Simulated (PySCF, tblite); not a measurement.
**CH2F3GaO2, a small molecule taken as a stand-in for a surface group (gallium hydroxide): NMR shifts, core binding energies and electronic excitations, part 1 of 2**

What NMR shifts, core binding energies and electronic excitations should one expect for `[OH][Ga]([OH])[C](F)(F)F`?

Computed with tblite 0.8.0 and PySCF 2.14.0; each step states its level. No surroundings beyond the atoms listed, unless a continuum is named. Atoms count from 0, parts from 1.

### 1 Starting point

9 atoms, charge 0, multiplicity 1; geometry: distance geometry start.

### 2 Relaxing the cluster with GFN2-xTB

What the job is given:

```
{"job": {"kind": "relax", "xc": "GFN2-xTB", "basis": "xTB"}, "charge": 0, "multiplicity": 1}
O     -1.920010    -1.830315    -1.871458
Ga    -0.834647    -0.979792    -0.564297
O     -0.950342     0.897023    -0.494800
C      0.936690    -1.755196    -0.298040
F      0.838261    -3.038027    -0.168099
F      1.485247    -1.232354     0.761888
F      1.690331    -1.469672    -1.315636
H     -1.737662    -1.831575    -2.774883
H     -0.504055     1.491517    -1.077749
```

Method: GFN2-xTB geometry optimisation, gas phase.

On the command line:

```bash
$ OMP_NUM_THREADS=1 python cluster_run.py task.json out
```

One launch serves the whole session: the jobs run in the order shown.

Output:

```text
step      E/eV     max force
  0    -727.22723    3.592
  1    -727.57203    2.509
  2    -727.74047    1.415
  3    -727.82377    0.752
  4    -727.84335    0.717
  5    -727.86752    0.597
  6    -727.88389    0.385
  7    -727.89804    0.329
  8    -727.90733    0.356
  9    -727.91532    0.268
 10    -727.92021    0.206
 11    -727.92565    0.275
 12    -727.93437    0.363
 13    -727.94776    0.522
 14    -727.96032    0.409
 15    -727.96660    0.177
 16    -727.96822    0.132
 17    -727.97041    0.200
 18    -727.97585    0.387
 19    -727.98648    0.608
 20    -728.00020    0.712
 21    -728.01820    0.589
 22    -728.03748    0.618
 23    -728.03095    1.238
 24    -728.06474    0.658
 25    -728.07457    0.309
 26    -728.08345    0.284
 27    -728.08907    0.212
 28    -728.09272    0.206
 29    -728.10164    0.252
 30    -728.11266    0.353
 31    -728.11392    0.705
 32    -728.13272    0.358
 33    -728.14395    0.405
 34    -728.16502    0.696
 35    -728.17609    0.270
 36    -728.18731    0.236
 37    -728.19126    0.162
 38    -728.19187    0.107
 39    -728.19262    0.072
 40    -728.19337    0.090
 41    -728.19383    0.076
 42    -728.19435    0.076
 43    -728.19505    0.067
 44    -728.19572    0.070
 45    -728.19626    0.079
 46    -728.19671    0.076
 47    -728.19729    0.079
 48    -728.19820    0.103
 49    -728.19938    0.140
 50    -728.20051    0.148
 51    -728.20146    0.118
 52    -728.20229    0.084
 53    -728.20301    0.068
 54    -728.20354    0.055
 55    -728.20384    0.040
 56    -728.20395    0.037
 57    -728.20398    0.029
 58    -728.20401    0.016
 59    -728.20405    0.013
 60    -728.20415    0.016
 61    -728.20424    0.020
 62    -728.20434    0.022
 63    -728.20440    0.017
 64    -728.20443    0.013
 65    -728.20445    0.013
 66    -728.20448    0.014
 67    -728.20454    0.024
 68    -728.20468    0.036
 69    -728.20489    0.040
 70    -728.20509    0.029
 71    -728.20519    0.018
 72    -728.20522    0.014
 73    -728.20523    0.015
 74    -728.20526    0.015
 75    -728.20531    0.022
 76    -728.20538    0.037
 77    -728.20551    0.050
 78    -728.20572    0.058
 79    -728.20600    0.063
 80    -728.20628    0.043
 81    -728.20640    0.025
 82    -728.20645    0.022
 83    -728.20648    0.023
 84    -728.20652    0.028
 85    -728.20658    0.027
 86    -728.20673    0.036
 87    -728.20690    0.054
 88    -728.20719    0.074
 89    -728.20756    0.076
 90    -728.20805    0.064
 91    -728.20854    0.041
 92    -728.20880    0.089
 93    -728.20893    0.144
 94    -728.20908    0.110
 95    -728.20962    0.037
 96    -728.20981    0.069
 97    -728.20999    0.110
 98    -728.21028    0.057
 99    -728.21050    0.023
100    -728.21090    0.048
101    -728.21122    0.028
102    -728.21151    0.046
103    -728.21139    0.101
104    -728.21167    0.024
105    -728.21169    0.017
106    -728.21175    0.015
107    -728.21177    0.017
108    -728.21179    0.015
109    -728.21180    0.016
110    -728.21181    0.015
111    -728.21183    0.016
112    -728.21184    0.014
113    -728.21187    0.013
114    -728.21189    0.009
115    -728.21189    0.007
```

Run time: 1.3 s. Hardware: 1 thread of Arm Neoverse N1, shared host.

The steps of the relaxation:

| step | energy from step 0 (eV) | largest force (eV/Å) |
| --- | --- | --- |
| 0 | 0.0000 | 3.5917 |
| 4 | -0.6161 | 0.7164 |
| 8 | -0.6801 | 0.3558 |
| 12 | -0.7071 | 0.3628 |
| 16 | -0.7410 | 0.1320 |
| 20 | -0.7730 | 0.7117 |
| 24 | -0.8375 | 0.6585 |
| 28 | -0.8655 | 0.2065 |
| 32 | -0.9055 | 0.3578 |
| 36 | -0.9601 | 0.2361 |
| 40 | -0.9661 | 0.0908 |
| 44 | -0.9685 | 0.0694 |
| 48 | -0.9710 | 0.1027 |
| 52 | -0.9751 | 0.0839 |
| 56 | -0.9767 | 0.0369 |
| 60 | -0.9769 | 0.0165 |
| 64 | -0.9772 | 0.0133 |
| 68 | -0.9775 | 0.0359 |
| 72 | -0.9780 | 0.0145 |
| 76 | -0.9782 | 0.0370 |
| 80 | -0.9791 | 0.0427 |
| 84 | -0.9793 | 0.0279 |
| 88 | -0.9800 | 0.0738 |
| 92 | -0.9816 | 0.0892 |
| 96 | -0.9826 | 0.0694 |
| 100 | -0.9837 | 0.0480 |
| 104 | -0.9844 | 0.0236 |
| 108 | -0.9846 | 0.0152 |
| 112 | -0.9846 | 0.0145 |
| 115 | -0.9847 | 0.0066 |

Close pairs (by a distance rule), those that changed most:

| bond | before (Å) | after (Å) | change (Å) |
| --- | --- | --- | --- |
| O0–Ga1 | 1.900 | 1.724 | -0.176 |
| Ga1–O2 | 1.882 | 1.733 | -0.148 |
| Ga1–C3 | 1.952 | 2.049 | +0.097 |
| C3–F5 | 1.303 | 1.352 | +0.049 |
| C3–F4 | 1.293 | 1.335 | +0.042 |
| C3–F6 | 1.298 | 1.334 | +0.036 |
| O0–H7 | 0.922 | 0.957 | +0.036 |
| O2–H8 | 0.945 | 0.956 | +0.011 |

### 3 Geometry optimisation at PBE0-D3(BJ)/def2-SVP

What the job is given:

```
{"job": {"xc": "PBE0", "basis": "def2-SVP", "d3": "d3bj", "grid": 2, "kind": "geom", "shake": 0.01}, "charge": 0, "multiplicity": 1}
O     -1.407679    -0.834786    -1.352836
Ga    -0.541698     0.199352    -0.286436
O     -1.054621     1.818456     0.082923
C      1.181906    -0.647809     0.507233
F      0.901512    -1.730527     1.254285
F      1.716828     0.279387     1.311866
F      2.071523    -0.996905    -0.398665
H     -2.219297    -0.562218    -1.817225
H     -0.604227     2.451903     0.690305
```

Output:

```text
step   0  E = -2412.83714516  max force = 0.039030
step   1  E = -2412.84323222  max force = 0.014353
step   2  E = -2412.84394174  max force = 0.003013
step   3  E = -2412.84404149  max force = 0.001263
step   4  E = -2412.84406610  max force = 0.000440
step   5  E = -2412.84407259  max force = 0.000233
optimisation converged
```

Wall time 93 s (1 thread of Arm Neoverse N1, shared host); peak memory 0.64 GiB.

Relaxation path:

| step | energy from step 0 (eV) | largest force component (eV/Å) |
| --- | --- | --- |
| 0 | 0.0000 | 2.0070 |
| 1 | -0.1656 | 0.7381 |
| 2 | -0.1849 | 0.1549 |
| 3 | -0.1877 | 0.0649 |
| 4 | -0.1883 | 0.0226 |
| 5 | -0.1885 | 0.0120 |

Close pairs (by a distance rule), those that changed most:

| bond | before (Å) | after (Å) | change (Å) |
| --- | --- | --- | --- |
| Ga1–C3 | 2.078 | 2.007 | -0.071 |
| O0–Ga1 | 1.719 | 1.767 | +0.048 |
| Ga1–O2 | 1.738 | 1.775 | +0.037 |
| O2–H8 | 0.986 | 0.963 | -0.024 |
| C3–F6 | 1.317 | 1.339 | +0.022 |
| O0–H7 | 0.974 | 0.963 | -0.011 |
| C3–F5 | 1.339 | 1.345 | +0.006 |
| C3–F4 | 1.345 | 1.339 | -0.006 |

The final coordinates are the input of the step that follows.

| at the end point | value |
| --- | --- |
| point group (found at 0.08 Å tolerance) | Cs |
| rotational constants (GHz, main isotopes) | 2.994, 1.348, 1.110 |
| dipole moment (D) | 1.88 |

### 4 Shielding tensors: PBE0/pcSseg-2

What the job is given:

```
{"job": {"kind": "nmr", "xc": "PBE0", "basis": "pcSseg-2"}, "charge": 0, "multiplicity": 1}
O     -1.451130    -0.858310    -1.397587
Ga    -0.500043     0.142520    -0.294228
O     -1.095412     1.785420     0.019289
C      1.162220    -0.613620     0.538080
F      0.903484    -1.705316     1.268936
F      1.737839     0.282746     1.359560
F      2.079289    -0.953143    -0.376481
H     -2.229691    -0.414309    -1.750512
H     -0.562329     2.310950     0.624549
```

Method: GIAO PBE0/pcSseg-2 NMR shielding, non-relativistic, gas phase.

Output:

```text
coarse grid: 43800 points
cycle   1  E = -2413.3206897832  dE =  5.226e-01  |g| = 1.767e+00  |ddm| = 2.237e+00
cycle   2  E = -2412.1265905299  dE =  1.194e+00  |g| = 3.175e+00  |ddm| = 1.988e+00
cycle   3  E = -2413.7038264986  dE = -1.577e+00  |g| = 3.149e-01  |ddm| = 1.545e+00
cycle   4  E = -2413.7184904223  dE = -1.466e-02  |g| = 1.839e-01  |ddm| = 2.343e-01
cycle   5  E = -2413.7229009435  dE = -4.411e-03  |g| = 2.897e-02  |ddm| = 7.234e-02
cycle   6  E = -2413.7230168259  dE = -1.159e-04  |g| = 1.465e-02  |ddm| = 1.937e-02
cycle   7  E = -2413.7230527199  dE = -3.589e-05  |g| = 3.522e-03  |ddm| = 7.280e-03
cycle   8  E = -2413.7230549150  dE = -2.195e-06  |g| = 4.443e-04  |ddm| = 1.893e-03
final grid: 92472 points
cycle   9  E = -2413.7230417471  dE = -8.617e-08  |g| = 5.355e-04  |ddm| = 1.333e-03
cycle  10  E = -2413.7230416882  dE =  5.887e-08  |g| = 8.234e-04  |ddm| = 6.338e-04
cycle  11  E = -2413.7230417893  dE = -1.011e-07  |g| = 9.501e-05  |ddm| = 3.759e-04
cycle  12  E = -2413.7230417908  dE = -1.489e-09  |g| = 2.351e-05  |ddm| = 5.177e-05
cycle  13  E = -2413.7230417909  dE = -8.367e-11  |g| = 5.795e-06  |ddm| = 1.050e-05
converged SCF energy = -2413.7230417909

GIAO shielding tensors (ppm)
atom      isotropic    diamagn.    paramagn.     s11        s22        s33       span
  0 O      282.653     380.755     -98.102    208.715    318.134    321.110    112.395
  1 Ga    1471.372    2642.205   -1170.834   1275.357   1500.339   1638.418    363.061
  2 O      269.781     382.939    -113.158    175.792    316.640    316.912    141.120
  3 C       45.928     236.053    -190.125     41.492     46.176     50.115      8.623
  4 F      233.880     467.332    -233.452    137.985    235.966    327.688    189.704
  5 F      234.599     468.471    -233.872    133.210    238.759    331.829    198.619
  6 F      234.039     467.294    -233.255    138.368    235.924    327.826    189.458
  7 H       29.276      30.479      -1.203     20.946     23.917     42.967     22.021
  8 H       28.791      31.672      -2.881     20.584     23.934     41.857     21.273
```

Run time: 1.9 min. Hardware: 1 thread of Arm Neoverse N1, shared host; peak memory 1.3 GiB.

Shifts follow as δ = σ(reference) − σ, with reference shieldings (ppm) from runs at the same level and on the same kind of geometry: 1H TMS 31.25, 13C TMS 184.1, 19F CFCl3 175.8, 17O H2O 328.2, 71Ga GaH4- 1718. The references are single molecules in the gas phase, so shifts against H2O, NH3, PH3, H3PO4 or CFCl3 are not on the usual liquid scales and can be off by tens of ppm. Shifts against hydride references such as AlH4− lie on their own scale. Atoms listed in one row are averaged.

| atoms | environment | σ (ppm) | δ (ppm) |
| --- | --- | --- | --- |
| C3 | CF3 carbon | 45.9 | 138.2 |
| H8 | hydrogen on an oxygen bonded to Ga | 28.79 | 2.45 |
| H7 | hydrogen on an oxygen bonded to Ga | 29.28 | 1.97 |
| O2 | oxygen bonded to Ga, H | 269.8 | 58.4 |
| O0 | oxygen bonded to Ga, H | 282.7 | 45.5 |
| Ga1 | Ga bonded to C, 2 O | 1471 | 246 |
| F4, F6 | fluorine of a CF3 group | 234.0 | -58.2 |
| F5 | fluorine of a CF3 group | 234.6 | -58.8 |

The run also stored atomic charges by several schemes (e):

| atoms | Mulliken | IAO | Hirshfeld | ESP fit |
| --- | --- | --- | --- | --- |
| O0 | -0.56 | -0.76 | -0.37 | -0.76 |
| Ga1 | 0.80 | 1.08 | 0.60 | 0.86 |
| O2 | -0.56 | -0.77 | -0.37 | -0.72 |
| C3 | 0.61 | 0.54 | 0.14 | 0.36 |
| F4, F6 | -0.24 | -0.27 | -0.10 | -0.17 |
| F5 | -0.25 | -0.28 | -0.11 | -0.21 |

Mayer bond orders: O0–Ga1 1.03, Ga1–O2 1.01, Ga1–C3 0.90, C3–F4 1.01, C3–F5 1.00, C3–F6 1.01.

The fields below are evaluated on a grid from the run's orbitals.

Frontier orbitals at PBE0/pcSseg-2, with the share of their density that lies nearest to each atom:

| orbital | energy (eV) | lies on |
| --- | --- | --- |
| HOMO | -9.21 | C3 26 %; O2 26 %; Ga1 12 % |
| LUMO | -0.98 | Ga1 46 %; O0, O2 about 11 % each; C3 8 % |

ELF in a plane through or near 7 of the atoms.

Ten even steps from '0' (0.00) to '9' (0.99):
```
0000000000000000000000000000
0000000000000000000000000000
0000000000000000000000000000
0000000000000012210000000000
0000000000000058852100000000
0000000012100079987642000000
0000002467610046856874100000
0000137858820025745863000000
0000137836612211376520000000
0000002366387265611000000000
0000000021878266711110000000
0000000013367411277688420000
0000000001112112754899830000
0000000000000003776777410000
0000000000000002788632000000
0000000000000000354200000000
0000000000000000011000000000
0000000000000000000000000000
0000000000000000000000000000
0000000000000000000000000000
```
The map spans 10.3 Å across and 9.8 Å up, centred on the molecule. Atoms in the plane (x, y in Å): O0 (1.6, -1.5), Ga1 (0.6, 0.0), O2 (1.4, 1.5), C3 (-1.4, -0.2), F5 (-2.0, 1.0), H7 (2.5, -1.3), H8 (0.9, 2.3).

log10 of the density (e/Å³) in the same plane.

Ten even steps from ' ' (-4.0) to '@' (2.3):
```
                                                        
                                                        
                            ............                
                        ..::::--------::::..            
            ....::::::..::::====++====----::....        
        ..::----====--------==++******++==--::..        
      ..::--==++++++++==----++++**####**++==::::        
      ..--==++**%%##**++====++++**####**++==::::        
      ::--==++**%%##**++++++++********++==--::..        
      ..::--==++************%%@@%%**++==----::..        
      ..::--====**##%%******%%@@%%**++====--::::..      
      ..::--====++******++++************++++==--..      
      ..::----==++++++++======++**##%%##****==--::      
        ..::----======------====**####**++++==--..      
          ..::::----::::::::--==++****++====--::..      
              ..............::----====----::::..        
                            ..::::::--::::....          
                                ........                
                                                        
                                                        
```
The map spans 10.3 Å across and 9.8 Å up, centred on the molecule. Atoms in the plane (x, y in Å): O0 (1.6, -1.5), Ga1 (0.6, 0.0), O2 (1.4, 1.5), C3 (-1.4, -0.2), F5 (-2.0, 1.0), H7 (2.5, -1.3), H8 (0.9, 2.3).

On the surface of density 0.002 e/bohr³ the electrostatic potential runs, from the 1st to the 99th percentile, from -1.29 V near O0 to 2.97 V near Ga1.

### 5 X-ray photoelectron lines: SCAN, X2C

Settings changed since step 4:

```diff
@@ -1,2 +1,2 @@
-{"job": {"kind": "nmr", "xc": "PBE0", "basis": "pcSseg-2"}, "charge": 0, "multiplicity": 1}
+{"job": {"kind": "xps", "holes": 5}, "charge": 0, "multiplicity": 1}
 O     -1.451130    -0.858310    -1.397587
```

Level: delta-SCF UKS SCAN, pcX-2 on the ionised atom, pcseg-1 elsewhere, spin-free X2C.

Output:

```text
ground state, core basis on atom 0 (O), 152 functions
  cycle   1  E = -2428.89887331  |g| = 1.35e+00
  cycle   2  E = -2426.93012713  |g| = 3.26e+00
  cycle   3  E = -2429.20684833  |g| = 3.43e-01
  cycle   4  E = -2429.22214723  |g| = 2.57e-01
  cycle   5  E = -2429.23172707  |g| = 7.86e-02
  cycle   6  E = -2429.23286295  |g| = 3.33e-02
  cycle   7  E = -2429.23306458  |g| = 7.74e-03
  cycle   8  E = -2429.23307103  |g| = 2.23e-03
  cycle   9  E = -2429.23307202  |g| = 5.11e-04
  cycle  10  E = -2429.23307273  |g| = 1.03e-04
  E(ground) = -2429.48669033 Eh
hole in O 1s of atom 0
  cycle   1  E = -2408.61764898  |g| = 2.22e+00
  cycle   2  E = -2408.13338935  |g| = 2.21e+00
  cycle   3  E = -2409.36799291  |g| = 4.65e-01
  cycle   4  E = -2409.37318225  |g| = 4.16e-01
  cycle   5  E = -2409.43527745  |g| = 1.30e-01
  cycle   6  E = -2409.44210812  |g| = 4.27e-02
  cycle   7  E = -2409.44285661  |g| = 1.43e-02
  cycle   8  E = -2409.44291725  |g| = 4.98e-03
  cycle   9  E = -2409.44292531  |g| = 1.12e-03
  cycle  10  E = -2409.44292656  |g| = 5.52e-04
  cycle  11  E = -2409.44292565  |g| = 3.45e-04
  E(ion) = -2409.69949684 Eh   <S^2> = 0.7627   hole on atom = 1.000   binding energy = 538.437 eV
ground state, core basis on atom 2 (O), 152 functions
  cycle   1  E = -2429.23194705  |g| = 1.33e-01
  cycle   2  E = -2429.22402656  |g| = 2.23e-01
  cycle   3  E = -2429.23336054  |g| = 4.60e-02
  cycle   4  E = -2429.23369463  |g| = 2.01e-02
  cycle   5  E = -2429.23376848  |g| = 2.65e-03
  cycle   6  E = -2429.23377394  |g| = 5.67e-04
  cycle   7  E = -2429.23377034  |g| = 1.80e-04
  E(ground) = -2429.48633056 Eh
hole in O 1s of atom 2
  cycle   1  E = -2408.61560661  |g| = 2.22e+00
  cycle   2  E = -2408.07762466  |g| = 2.24e+00
  cycle   3  E = -2409.32632148  |g| = 5.61e-01
  cycle   4  E = -2409.25293539  |g| = 6.74e-01
  cycle   5  E = -2409.43363806  |g| = 1.48e-01
  cycle   6  E = -2409.44312190  |g| = 5.49e-02
  cycle   7  E = -2409.44418075  |g| = 2.08e-02
  cycle   8  E = -2409.44432090  |g| = 5.86e-03
  cycle   9  E = -2409.44433578  |g| = 1.23e-03
  cycle  10  E = -2409.44433621  |g| = 4.40e-04
  E(ion) = -2409.69943621 Eh   <S^2> = 0.7628   hole on atom = 1.000   binding energy = 538.429 eV
ground state, core basis on atom 3 (C), 152 functions
  cycle   1  E = -2429.21388520  |g| = 9.78e-02
  cycle   2  E = -2429.20920601  |g| = 1.72e-01
  cycle   3  E = -2429.21498942  |g| = 2.51e-02
  cycle   4  E = -2429.21508993  |g| = 1.28e-02
  cycle   5  E = -2429.21511755  |g| = 2.06e-03
  cycle   6  E = -2429.21512037  |g| = 7.49e-04
  cycle   7  E = -2429.21512140  |g| = 8.77e-05
  E(ground) = -2429.46949022 Eh
hole in C 1s of atom 3
  cycle   1  E = -2417.72071285  |g| = 1.50e+00
  cycle   2  E = -2402.39634896  |g| = 4.52e+00
  cycle   3  E = -2417.37433636  |g| = 1.47e+00
  cycle   4  E = -2418.15368150  |g| = 5.64e-01
  cycle   5  E = -2418.24503033  |g| = 2.72e-01
  cycle   6  E = -2418.26431432  |g| = 1.20e-01
  cycle   7  E = -2418.26930410  |g| = 3.63e-02
  cycle   8  E = -2418.26966218  |g| = 2.34e-02
  cycle   9  E = -2418.26988767  |g| = 5.89e-03
  cycle  10  E = -2418.26990548  |g| = 1.38e-03
  cycle  11  E = -2418.26990705  |g| = 8.66e-04
  cycle  12  E = -2418.26990624  |g| = 8.12e-04
  cycle  13  E = -2418.26990703  |g| = 1.01e-04
  E(ion) = -2418.52745830 Eh   <S^2> = 0.7723   hole on atom = 1.000   binding energy = 297.748 eV
ground state, core basis on atom 4 (F), 152 functions
  cycle   1  E = -2429.24648559  |g| = 1.20e-01
  cycle   2  E = -2429.24591108  |g| = 7.72e-02
  cycle   3  E = -2429.24602879  |g| = 7.11e-02
  cycle   4  E = -2429.24673237  |g| = 5.89e-03
  cycle   5  E = -2429.24673541  |g| = 1.56e-03
  cycle   6  E = -2429.24673498  |g| = 5.61e-04
  cycle   7  E = -2429.24673795  |g| = 8.32e-05
  E(ground) = -2429.50432781 Eh
hole in F 1s of atom 4
  cycle   1  E = -2402.84679776  |g| = 2.58e+00
  cycle   2  E = -2400.78831235  |g| = 2.74e+00
  cycle   3  E = -2402.57395971  |g| = 1.51e+00
  cycle   4  E = -2403.69628523  |g| = 3.53e-01
  cycle   5  E = -2403.71933681  |g| = 1.99e-01
  cycle   6  E = -2403.73243850  |g| = 8.35e-02
  cycle   7  E = -2403.73469665  |g| = 3.55e-02
  cycle   8  E = -2403.73517568  |g| = 9.24e-03
  cycle   9  E = -2403.73519964  |g| = 4.84e-03
  cycle  10  E = -2403.73520898  |g| = 6.61e-04
  cycle  11  E = -2403.73520788  |g| = 2.36e-04
  E(ion) = -2403.99945472 Eh   <S^2> = 0.7573   hole on atom = 1.000   binding energy = 694.023 eV
ground state, core basis on atom 5 (F), 152 functions
  cycle   1  E = -2429.24509753  |g| = 1.47e-01
  cycle   2  E = -2429.24178030  |g| = 1.74e-01
  cycle   3  E = -2429.24603961  |g| = 5.26e-02
  cycle   4  E = -2429.24645556  |g| = 9.97e-03
  cycle   5  E = -2429.24647099  |g| = 1.69e-03
  cycle   6  E = -2429.24647206  |g| = 7.64e-04
  cycle   7  E = -2429.24647191  |g| = 1.34e-04
  E(ground) = -2429.50426178 Eh
hole in F 1s of atom 5
  cycle   1  E = -2402.84605889  |g| = 2.58e+00
  cycle   2  E = -2400.49814262  |g| = 2.73e+00
  cycle   3  E = -2402.38540826  |g| = 1.61e+00
  cycle   4  E = -2403.69581806  |g| = 3.35e-01
  cycle   5  E = -2403.70280510  |g| = 2.76e-01
  cycle   6  E = -2403.72740453  |g| = 1.27e-01
  cycle   7  E = -2403.73320418  |g| = 3.84e-02
  cycle   8  E = -2403.73380687  |g| = 1.06e-02
  cycle   9  E = -2403.73384075  |g| = 5.32e-03
  cycle  10  E = -2403.73385025  |g| = 6.73e-04
  cycle  11  E = -2403.73385024  |g| = 1.82e-04
  E(ion) = -2403.99798508 Eh   <S^2> = 0.7574   hole on atom = 1.000   binding energy = 694.061 eV
```

Wall time 52 s (1 thread of Arm Neoverse N1, shared host); peak memory 0.51 GiB.

The holes in one table. −ε is the ground-state orbital energy:

| hole | stands for | environment | ΔSCF (eV) | −ε (eV) | ⟨S²⟩ |
| --- | --- | --- | --- | --- | --- |
| O1s on O0 | O0 | oxygen bonded to Ga, H | 538.44 | 517.0 | 0.763 |
| O1s on O2 | O2 | oxygen bonded to Ga, H | 538.43 | 517.0 | 0.763 |
| C1s on C3 | C3 | CF3 carbon | 297.75 | 280.4 | 0.772 |
| F1s on F4 | F4, F6 | fluorine of a CF3 group | 694.02 | 668.0 | 0.757 |
| F1s on F5 | F5 | fluorine of a CF3 group | 694.06 | 668.0 | 0.757 |

Each hole run stands for the others of its class of like atoms.

(Continued in part 2 of 2.)
